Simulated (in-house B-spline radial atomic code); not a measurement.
**Tm⁵⁵⁺: excited configurations**

Wanted: excitation energies of Tm⁵⁵⁺ as differences of total energies (ΔSCF).

Program: in-house B-spline radial atomic code version 1. Level of theory: Dirac-Hartree-Fock, average of configuration, Fermi nucleus, basis-set limit. These are calculated values, not measurements, unless marked.

**1. The system**

```
element       : thulium (Z = 69)
charge        : +55
electrons     : 14
configuration : [Ne] 3s2 3p2
Hamiltonian   : Dirac-Coulomb
nucleus       : Fermi, rms radius 5.226 fm
```

Outer shells as boxes (Hund's rule):

[Ne] 3s2 3p2
```
[Ne] core
3s [↑↓]
3p [↑ ][↑ ][  ]
```

The boxes draw the filling by Hund's rule, which heavy ions in jj coupling don't follow; these runs average over all states of the configuration.

Settings of the run:

```ini
Z = 69
electrons = 14.0
configuration = [Ne] 3s2 3p2
hamiltonian = dirac
method = hf
spin_polarised = False
nucleus = fermi
rms_radius = 5.2256
mass_number = 169
atomic_mass = 168.934218956
speed_of_light = 137.035999084
```

From the earlier run of the reference: total energy -10324.964076 hartree. Levels, eight at most:

```tsv
orbital	occupation	energy (eV)	<r> (bohr)
1s1/2	2	-63969.7	0.02000
2s1/2	2	-14212.9	0.08302
2p1/2	2	-13755.2	0.06912
2p3/2	4	-12745.2	0.07616
3s1/2	2	-5691.51	0.2018
3p1/2	0.666667	-5543.20	0.1900
3p3/2	1.33333	-5280.54	0.2004
```

**2. Configuration [Ne] 3s2 3p1 7g1**

Settings of the run:

```ini
Z = 69
electrons = 14.0
configuration = [Ne] 3s2 3p1 7g1
hamiltonian = dirac
method = hf
spin_polarised = False
nucleus = fermi
rms_radius = 5.2256
mass_number = 169
atomic_mass = 168.934218956
speed_of_light = 137.035999084
```

**3. [Ne] 3s2 3p1 4p1**

Changes to the settings of step 2:

```diff
@@ -2,3 +2,3 @@
 electrons = 14.0
-configuration = [Ne] 3s2 3p1 7g1
+configuration = [Ne] 3s2 3p1 4p1
 hamiltonian = dirac
```

**4. [Ne] 3s1 3p2 6p1**

Changes to the settings of step 3:

```diff
@@ -2,3 +2,3 @@
 electrons = 14.0
-configuration = [Ne] 3s2 3p1 4p1
+configuration = [Ne] 3s1 3p2 6p1
 hamiltonian = dirac
```

**5. [Ne] 3s1 3p2 6s1**

Changes to the settings of step 4:

```diff
@@ -2,3 +2,3 @@
 electrons = 14.0
-configuration = [Ne] 3s1 3p2 6p1
+configuration = [Ne] 3s1 3p2 6s1
 hamiltonian = dirac
```

**6. Configuration [Ne] 3s1 3p2 7d1**

Changes to the settings of step 5:

```diff
@@ -2,3 +2,3 @@
 electrons = 14.0
-configuration = [Ne] 3s1 3p2 6s1
+configuration = [Ne] 3s1 3p2 7d1
 hamiltonian = dirac
```

Before running: How far above the reference does each configuration lie (order and size, in eV)?

**Answer**, as computed:

| net move | configuration | energy above the reference (eV) | with Breit, QED, recoil (eV) | largest <r> (bohr) |
| --- | --- | --- | --- | --- |
| 3p → 4p | [Ne] 3s2 3p1 4p1 | 2450.44 | 2446.80 | 0.396 |
| 3s → 6s | [Ne] 3s1 3p2 6s1 | 4395.83 | 4388.13 | 0.881 |
| 3s → 6p | [Ne] 3s1 3p2 6p1 | 4434.58 | 4426.62 | 0.899 |
| 3p → 7g | [Ne] 3s2 3p1 7g1 | 4493.04 | 4487.06 | 1.13 |
| 3s → 7d | [Ne] 3s1 3p2 7d1 | 4798.27 | 4789.82 | 1.23 |

Quantum defects of the promoted electron, δ = n − ζ/√(−2ε) with ζ = 56 and ε its orbital energy in hartree:

| promotion | δ |
| --- | --- |
| 3p → 4p | 0.396 |
| 3s → 6s | 0.304 |
| 3s → 6p | 0.173 |
| 3p → 7g | 0.015 |
| 3s → 7d | 0.087 |

The energies run from 2450.44 eV (3p → 4p) to 4798.27 eV (3s → 7d). Of those tabulated, the defect is largest for 4p (0.40) and least for 7g (0.02); at this charge much of the defect is relativistic. Two partly filled shells share a symmetry and can mix in the average, which may lower the energy, for: 3p → 4p; 3s → 6s; 3s → 6p. These are averages over configurations, without correlation, not spectroscopic levels.
